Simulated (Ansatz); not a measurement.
Write the native input for Ansatz 0.2.0 that does the following.

| Quantity | Value |
| --- | --- |
| Task | single point |
| Functional | r2SCAN50 |
| Potentials or basis | Ansatz PAW |
| Cutoff | 500 eV (not typed: the program's choice for these potentials) |
| k mesh | 4 × 4 × 4 |
| Occupations | fermi-dirac, width 0.05 eV |
| Spin | no spin polarisation |

Crystal: BiTe.

```
CELL_PARAMETERS angstrom
0.00000 3.23500 3.23500
3.23500 0.00000 3.23500
3.23500 3.23500 0.00000
ATOMIC_POSITIONS crystal
Bi 0.00000 0.00000 0.00000
Te 0.50000 0.50000 0.50000
```

The input as run:

input

```
crystal:
  lattice:
    - [0.0, 3.235, 3.235]
    - [3.235, 0.0, 3.235]
    - [3.235, 3.235, 0.0]
  atoms:
    - { symbol: Bi, position: [0.0, 0.0, 0.0] }
    - { symbol: Te, position: [0.5, 0.5, 0.5] }
hamiltonian:
  xc: r2scan50
  pseudopotentials: { kind: paw }
kpoints:
  mp_grid: { grid: [4, 4, 4] }
scf:
  occupations: { method: fermi_dirac, width: 0.05 }
output:
  forces: true
  stress: true
  eigenvalues: true
```

Results of the run:

The pressure is -3.0 GPa and the band gap on the k mesh is none (metal or under the smearing width).

Caveat: the k mesh is coarse (spacing up to 0.42 Å⁻¹), so the values aren't converged, least of all with exact exchange; spin-orbit coupling is left out, which moves the levels of the heavy elements; the PAW data sets come from PBE, with cores solved anew for the run's functional, which leaves a small shift of forces and pressure; the thresholds are loose for stress.

It took 27 s on 1 × NVIDIA H100 80GB HBM3 with 2 threads of AMD EPYC 7R13 Processor (Zen 3), with other jobs on the host, peak memory 1.9 GiB.
